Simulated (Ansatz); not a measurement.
# Si: the cost of one run

Program: Ansatz 0.2.0. Level of theory: DFT PBE, scalar-relativistic, plane waves, PAW. These are calculated values, not measurements.

### 1 The structure to begin with

It takes space group Fd-3m (No. 227, cubic). The conventional cell has a = 5.444 Å, b = 5.444 Å, c = 5.444 Å, α = 90.00°, β = 90.00°, γ = 90.00°. Si (site symmetry -43m) has 4 Si at 2.36 Å as nearest neighbours.

Coordinates:

```
Si
1.0
     0.00000    2.72185    2.72185
     2.72185    0.00000    2.72185
     2.72185    2.72185    0.00000
Si
2
Direct
  0.75000 0.75000 0.75000
  0.50000 0.50000 0.50000
```

Source of the structure: the Materials Project (structure only).

(A quick probe on a coarse mesh, which set the mesh and smearing, is not shown.)

### 3 The relaxation

input.yaml

```yaml
crystal:
  lattice:
    - [0.0, 2.72185119, 2.72185119]
    - [2.72185119, 0.0, 2.72185119]
    - [2.72185119, 2.72185119, 0.0]
  atoms:
    - { symbol: Si, position: [0.75, 0.75, 0.75] }
    - { symbol: Si, position: [0.5, 0.5, 0.5] }
basis:
  ecutwfc: 420
kpoints:
  mp_grid: { grid: [8, 8, 8] }
hamiltonian:
  xc: pbe
scf:
  occupations: { method: gaussian, width: 0.02 }
output:
  forces: true
  stress: true
  eigenvalues: true
relax:
  adjacent_minimum: "off"
  f_tol: 0.005
  max_steps: 80
  cell: { stress_tol: 0.05 }
```

The run is started by

```sh
$ ansatz run input.yaml --threads 4 --pin off --max-ram 8192MiB --backend cpu --events-out ev --progress --plain --runs-dir out
```

Q: Estimate wall time and peak memory on 4 threads of Arm Neoverse V1, shared host.

About 1.2 s, with a peak of 0.28 GiB.
